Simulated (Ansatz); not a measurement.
A nudged elastic band was laid between two geometries of a periodic cell of 33 atoms, Al (host Al, host structure fcc, interstitial Al).

Level of theory: DFT LDA, scalar-relativistic, plane waves, PAW in Ansatz 0.2.0. Settings: cutoff 420 eV, k mesh 2x2x2, gaussian smearing 0.1 eV, no spin polarisation.

| Quantity | Value |
| --- | --- |
| movable images | 5 |
| climbing image | yes |
| spring | 5.0 eV/Å² |
| optimiser | quadratic models (default) |
| start path | IDPP |
| force threshold | 0.05 eV/Å |
| iteration limit | 80 |
| end points | relaxed |

Initial state:

```xyz
33
Lattice="8.1000 0.0000 0.0000 0.0000 8.1000 0.0000 0.0000 0.0000 8.1000" Properties=species:S:1:pos:R:3
Al 4.048 0.120 -0.001
Al 6.095 2.023 -0.002
Al 6.055 -0.020 2.041
Al -0.002 0.020 -0.002
Al 2.001 2.023 -0.002
Al 4.048 3.925 -0.001
Al 6.195 6.073 -0.001
Al 2.040 -0.019 2.040
Al 4.048 2.022 1.901
Al 6.054 4.067 2.042
Al 4.048 0.480 4.048
Al 6.196 2.022 4.048
Al 6.054 -0.021 6.054
Al -0.002 4.026 -0.002
Al 1.900 6.073 -0.001
Al -0.002 2.023 2.001
Al 2.041 4.065 2.041
Al 4.047 6.073 1.541
Al -0.001 0.120 4.048
Al 1.900 2.022 4.048
Al 4.048 3.562 4.047
Al 6.559 6.073 4.048
Al 2.041 -0.020 6.055
Al 4.048 2.022 6.196
Al 6.053 4.068 6.053
Al -0.001 6.073 1.900
Al -0.001 3.925 4.048
Al 1.541 6.073 4.047
Al -0.002 2.023 6.095
Al 2.042 4.067 6.054
Al 4.048 6.073 6.559
Al -0.001 6.073 6.195
Al 4.051 6.070 4.051
```

Final state:

```xyz
33
Lattice="8.1000 0.0000 0.0000 0.0000 8.1000 0.0000 0.0000 0.0000 8.1000" Properties=species:S:1:pos:R:3
Al 4.028 -0.023 0.024
Al 6.073 2.024 -0.020
Al 6.081 0.123 2.026
Al 0.019 -0.018 0.018
Al 2.027 2.027 -0.123
Al 4.030 4.071 0.022
Al 6.081 6.076 -0.123
Al 2.022 0.488 2.023
Al 4.174 2.027 2.026
Al 6.081 3.927 2.026
Al 4.024 -0.027 4.024
Al 6.073 2.024 4.070
Al 6.073 0.020 6.074
Al 0.017 4.066 0.016
Al 2.022 6.074 -0.475
Al -0.123 2.027 2.026
Al 2.022 3.572 2.023
Al 4.548 6.073 2.023
Al 0.022 -0.021 4.030
Al 2.028 2.027 4.173
Al 4.027 4.075 4.026
Al 6.081 6.076 4.173
Al 2.028 0.123 6.078
Al 4.070 2.024 6.074
Al 6.073 4.030 6.074
Al -0.468 6.074 2.023
Al 0.020 4.068 4.032
Al 2.022 6.074 4.541
Al -0.019 2.024 6.074
Al 2.028 3.926 6.078
Al 4.173 6.076 6.078
Al -0.123 6.076 6.078
Al 2.045 6.082 2.035
```

Problem. What changes between the two ends?

Solution. The atom that moves furthest is Al33, by 2.84 Å; four of its nearest neighbours are Al21 2.51, Al31 2.51, Al22 2.51, Al28 2.51 Å at the first end and Al18 2.50, Al28 2.51, Al8 2.51, Al17 2.51 Å at the last.

Problem. What energy profile does the band end with?

Solution. The forces met the threshold. The highest image is number 3 of 0 to 6, 0.58 eV above the ends, which have the same energy within 2 meV. By the program's own check the climbing image is a first-order saddle point (lowest curvatures found: -0.51 and 0.29 eV/Å²). Limits of this set-up: coarse k mesh, a small cell, in which the defect meets its images, a typed lattice constant that wasn't relaxed here.

```csv
image,path coordinate (Å),energy (eV),Al11–Al33 (Å),Al15–Al18 (Å),Al15–Al26 (Å)
0,0.00,0.00,2.51,2.64,2.69
1,0.88,0.13,2.50,2.74,2.81
2,1.77,0.41,2.50,3.02,2.92
3,2.65,0.58,2.55,3.31,2.87
4,3.97,0.21,2.77,4.05,2.75
5,5.29,0.16,2.97,4.05,3.01
6,6.60,0.00,3.44,3.55,3.53
```

Problem. What is the geometry of the highest image?

Solution. 
```xyz
33
Lattice="8.1000 0.0000 0.0000 0.0000 8.1000 0.0000 0.0000 0.0000 8.1000" Properties=species:S:1:pos:R:3:forces:R:3
Al 4.076 -0.023 0.016 0.00 0.00 0.00
Al 6.074 2.024 -0.040 0.00 0.00 0.00
Al 6.111 0.302 2.048 0.00 0.00 0.00
Al -0.017 0.058 0.012 0.00 0.00 0.00
Al 1.994 2.024 0.028 0.00 0.00 0.00
Al 4.076 4.071 0.016 0.00 0.00 0.00
Al 6.028 6.074 -0.738 0.01 0.00 0.00
Al 1.977 -0.022 2.109 0.00 0.00 0.00
Al 3.939 2.024 1.977 0.00 0.00 0.00
Al 6.111 3.746 2.048 0.00 0.00 0.00
Al 4.011 0.297 4.148 0.00 0.00 0.00
Al 6.041 2.024 4.082 0.00 0.00 0.00
Al 6.037 0.154 6.019 0.00 0.00 0.00
Al -0.017 3.990 0.012 0.00 0.00 0.00
Al 2.165 6.074 0.196 0.00 0.00 0.00
Al 0.101 2.024 2.017 0.00 0.00 0.00
Al 1.977 4.070 2.109 0.00 0.00 0.00
Al 5.193 6.074 1.542 -0.01 0.00 0.00
Al -0.118 0.160 4.074 0.00 0.00 0.00
Al 1.927 2.024 4.110 0.00 0.00 0.00
Al 4.011 3.751 4.148 0.00 0.00 0.00
Al 6.176 6.074 4.209 0.00 0.00 0.00
Al 1.977 0.056 6.119 0.00 0.00 0.00
Al 3.982 2.024 6.236 0.00 0.00 0.00
Al 6.037 3.894 6.019 0.00 0.00 0.00
Al -0.204 6.074 1.823 0.00 0.00 0.00
Al -0.118 3.888 4.074 0.00 0.00 0.00
Al 1.215 6.074 4.061 0.01 0.00 0.00
Al -0.017 2.024 6.120 0.00 0.00 0.00
Al 1.977 3.992 6.119 0.00 0.00 0.00
Al 3.796 6.074 5.929 0.00 0.00 0.00
Al 0.218 6.074 6.354 0.00 0.00 0.00
Al 3.495 6.074 3.222 0.00 0.00 0.00
```

The band took 31 iterations and of the order of 22 core-minutes.

Run time: 13 min on 2 threads of Intel(R) Xeon(R) Platinum 8488C (Sapphire Rapids) (shared host), peak memory 1.9 GiB.
